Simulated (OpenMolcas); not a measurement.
# One shape, several levels: doublet [SiH2Br2]+

Wanted: a comparison of 6 runs (U-r2SCAN/def2-SVP, UBLYP/def2-SVP, UM06-2X/def2-SVP, UPBE/def2-SVP, UTPSS/def2-SVP, ROMP2/def2-SVP) of doublet [SiH2Br2]+. 

The calculation is run with OpenMolcas 26.06.

2 further runs of the same task are left out: 2 set aside as unsound or not needed.

## 1. The structure to begin with

The species is [SiH2Br2]+ (5 atoms), meant as a doublet with charge +1. SMILES of the parent species: `Br[SiH2]Br`. Geometry: relaxed at PBE0-D4/def2-TZVP. That shape belongs to the parent species and isn't relaxed for this state.

Bond lengths: Br1–Si2 2.207 Å, Si2–Br3 2.207 Å, Si2–H4 1.476 Å, Si2–H5 1.476 Å. Angles: Br1–Si2–Br3 110.8°, Br1–Si2–H4 108.4°, Br1–Si2–H5 108.4°, Br3–Si2–H4 108.4°, Br3–Si2–H5 108.4°, H4–Si2–H5 112.5°.

## 2. The energy at U-r2SCAN/def2-SVP (run 1)

Contents of job.input:

```
* Br2H2Si Kohn-Sham DFT

&gateway
  baslib=$CurrDir
  coord
  5
  angstrom
  Br      -1.672690      -1.239290       0.362310
  Si       0.158230      -0.046290       0.054680
  Br      -0.295570       1.814160      -1.042010
  H        1.103430      -0.843230      -0.751710
  H        0.706590       0.314640       1.376730
  basis=def2-SVP
  group=NoSym

&seward
  gridinput
  Grid=UltraFine
  End of Grid

&scf
  uhf
  charge=1
  spin=2
  ksdft=2
  1.0 MGGA_X_R2SCAN
  1.0 MGGA_C_R2SCAN
  thresholds=1e-10 1e-07 1e-07 1e-05
  prorbitals=1 2
```

The basis set def2-SVP is read from a file made from the Basis Set Exchange's data (not shown).

The run is started by

```bash
$ export MOLCAS_MEM=1860
$ pymolcas job.input > job.log
```

The program printed:

```text
--- Start Module: gateway ---
[...]
--- Stop Module: gateway /rc=_RC_ALL_IS_WELL_ ---
--- Start Module: seward ---
[...]
      Basis functions           92
--- Stop Module: seward /rc=_RC_ALL_IS_WELL_ ---
[...]
--- Start Module: scf ---
[...]
       Convergence after  23 Iterations
[...]
::    Total KS-DFT energy                           -5437.9500504080
[...]
      Total spin, S                                     0.5019635106
[...]
      Total electronic charge=   85.000000
      Total            charge=    1.000000
[...]
      Dipole Moment (debye):
      Origin of the operator (angstrom)=   -0.7937    0.2318   -0.2741
                   X=  2.5396E+00               Y= -7.4164E-01               Z=  8.7694E-01           Total=  2.7872E+00
      Center of Charge (angstrom)
[...]
--- Stop Module: scf /rc=_RC_ALL_IS_WELL_ ---
[...]
```

Run time: 51 s. Hardware: 1 thread of Arm Neoverse V2, shared host; peak memory 0.51 GiB.

## 3. A single-point energy at UBLYP/def2-SVP (run 2)

Contents of run.inp:

```
&gateway
 baslib=$CurrDir
 coord
 5
 angstrom
 Br      -1.672690      -1.239290       0.362310
 Si       0.158230      -0.046290       0.054680
 Br      -0.295570       1.814160      -1.042010
 H        1.103430      -0.843230      -0.751710
 H        0.706590       0.314640       1.376730
 basis=def2-SVP
 group=NoSym

&seward
 gridinput
 Grid=UltraFine
 End of Grid

&scf
 uhf
 charge=1
 spin=2
 ksdft=BLYP
 thresholds=1e-10 1e-07 1e-07 1e-05
 prorbitals=1
```

The basis set def2-SVP is read from a file made from the Basis Set Exchange's data (not shown).

The run is started by

```bash
$ export MOLCAS_MEM=1860
$ pymolcas run.inp > run.log
```

The program printed:

```text
--- Start Module: gateway ---
[...]
--- Stop Module: gateway /rc=_RC_ALL_IS_WELL_ ---
--- Start Module: seward ---
[...]
      Basis functions           92
--- Stop Module: seward /rc=_RC_ALL_IS_WELL_ ---
[...]
--- Start Module: scf ---
[...]
       Convergence after  31 Iterations
[...]
::    Total KS-DFT energy                           -5438.0431087720
[...]
      Total spin, S                                     0.5008297208
[...]
      Total electronic charge=   85.000000
      Total            charge=    1.000000
[...]
      Dipole Moment (debye):
      Origin of the operator (angstrom)=   -0.7937    0.2318   -0.2741
                   X=  2.3295E+00               Y= -6.8038E-01               Z=  8.0445E-01           Total=  2.5567E+00
      Center of Charge (angstrom)
[...]
--- Stop Module: scf /rc=_RC_ALL_IS_WELL_ ---
[...]
```

Run time: 44 s. Hardware: 1 thread of Arm Neoverse V2, shared host; peak memory 0.51 GiB.

Runs 3 to 4 aren't shown in full; the table further down has their settings and results.

## 4. The energy at UTPSS/def2-SVP (run 5)

Contents of coord.xyz:

```xyz
5

Br    -1.672690    -1.239290     0.362310
Si     0.158230    -0.046290     0.054680
Br    -0.295570     1.814160    -1.042010
H      1.103430    -0.843230    -0.751710
H      0.706590     0.314640     1.376730
```

Contents of calc.input:

```
&GATEWAY
BasLib=$CurrDir
Coord=coord.xyz
Basis=def2-SVP
Group=NoSym
&SEWARD
GridInput
Grid=UltraFine
End of Grid
&SCF
UHF
Charge=1
Spin=2
KSDFT=2
1.0 MGGA_X_TPSS
1.0 MGGA_C_TPSS
Thresholds=1e-10 1e-07 1e-07 1e-05
PrOrbitals=1 2
```

The basis set def2-SVP is read from a file made from the Basis Set Exchange's data (not shown).

The run is started by

```bash
$ export MOLCAS_MEM=1860
$ pymolcas calc.input > calc.log
```

The program printed:

```text
--- Start Module: gateway ---
[...]
--- Stop Module: gateway /rc=_RC_ALL_IS_WELL_ ---
--- Start Module: seward ---
[...]
      Basis functions           92
--- Stop Module: seward /rc=_RC_ALL_IS_WELL_ ---
[...]
--- Start Module: scf ---
[...]
       Convergence after  37 Iterations
[...]
::    Total KS-DFT energy                           -5437.8467980888
[...]
      Total spin, S                                     0.5011655595
[...]
      Total electronic charge=   85.000000
      Total            charge=    1.000000
[...]
      Dipole Moment (debye):
      Origin of the operator (angstrom)=   -0.7937    0.2318   -0.2741
                   X=  2.3881E+00               Y= -6.9744E-01               Z=  8.2464E-01           Total=  2.6209E+00
      Center of Charge (angstrom)
[...]
--- Stop Module: scf /rc=_RC_ALL_IS_WELL_ ---
[...]
```

Run time: 83 s. Hardware: 1 thread of Arm Neoverse V2, shared host; peak memory 0.51 GiB.

## 5. A single-point energy at ROMP2/def2-SVP (run 6)

Contents of mol.input:

```
&gateway
  baslib
  $CurrDir
  coord
  5
  angstrom
  Br      -1.672690      -1.239290       0.362310
  Si       0.158230      -0.046290       0.054680
  Br      -0.295570       1.814160      -1.042010
  H        1.103430      -0.843230      -0.751710
  H        0.706590       0.314640       1.376730
  basis
  def2-SVP
  group
  NoSym

&seward

&scf
  uhf
  charge
  1
  spin
  2
  thresholds
  1e-10 1e-07 1e-07 1e-05
  prorbitals
  1 2

&rasscf
  fileorb
  $Project.UnaOrb
  spin
  2
  nactel
  1 0 0
  inactive
  42
  ras2
  1
  outorbitals
  Canonical
  orblisting
  Few

&caspt2
  ipea
  0.0
  frozen
  23
```

The basis set def2-SVP is read from a file made from the Basis Set Exchange's data (not shown).

The run is started by

```bash
$ export MOLCAS_MEM=1860
$ pymolcas mol.input > mol.log
```

The program printed:

```text
--- Start Module: gateway ---
[...]
--- Stop Module: gateway /rc=_RC_ALL_IS_WELL_ ---
[...]
      Basis functions           92
[...]
       Convergence after  25 Iterations
[...]
::    Total SCF energy                              -5433.8934232482
[...]
      Total spin, S                                     0.5090784652
[...]
--- Start Module: rasscf ---
[...]
      Number of active orbitals                  1
[...]
      Spin quantum number                      0.5
[...]
      Active orbitals                            1
[...]
      Number of CSFs                             1
[...]
      Number of root(s) required                 1
[...]
      Convergence after 12 iterations
[...]
      printout of CI-coefficients larger than  0.05 for root  1
      energy=   -5433.888722
      conf/sym  1     Coeff  Weight
             1  u   1.00000 1.00000
      Natural orbitals and occupation numbers for root  1
      sym 1:   1.000000
      ************************************************************************************************************************
      *                                                    Final results                                                     *
[...]
::    RASSCF root number  1 Total energy:  -5433.88872196
[...]
      Total electronic charge=   85.000000
      Total            charge=    1.000000
[...]
      Dipole Moment (debye):
      Origin of the operator (angstrom)=   -0.7937    0.2318   -0.2741
                   X=  2.3724E+00               Y= -6.9393E-01               Z=  8.1981E-01           Total=  2.6042E+00
      Center of Charge (angstrom)
[...]
--- Stop Module: rasscf /rc=_RC_ALL_IS_WELL_ ---
[...]
--- Start Module: caspt2 ---
[...]
      E2 (Variational):          -0.5717474879
      Total energy:           -5434.4604694501
[...]
      Reference weight:           0.83636
[...]
::    CASPT2 Root  1     Total energy:  -5434.46046945
[...]
```

Run time: 17 s. Hardware: 1 thread of Arm Neoverse V2, shared host; peak memory 0.51 GiB.

## 6. Overview of the runs

```tsv
run	level	integration grid	frozen core orbitals	energy (Eh)	HOMO energy (eV)	LUMO energy (eV)	⟨S²⟩	wall time
1	U-r2SCAN/def2-SVP	UltraFine	–	-5437.950050	-13.56	-13.32	0.754	51 s
2	UBLYP/def2-SVP	UltraFine	–	-5438.043109	-12.94	-12.91	0.752	44 s
3	UM06-2X/def2-SVP	UltraFine	–	-5438.033524	-15.05	-12.41	0.755	48 s
4	UPBE/def2-SVP	UltraFine	–	-5437.072684	-13.16	-13.08	0.752	39 s
5	UTPSS/def2-SVP	UltraFine	–	-5437.846798	-13.33	-13.20	0.752	83 s
6	ROMP2/def2-SVP	–	23	-5434.460469	–	–	–	17 s
```

## 7. What came out

| quantity | value |
| --- | --- |
| run 6: total energy | -5434.46047 Eh |

In words: Totals of different functionals can't be ranked against each other. All runs together took 4.7 min, the longest 83 s.
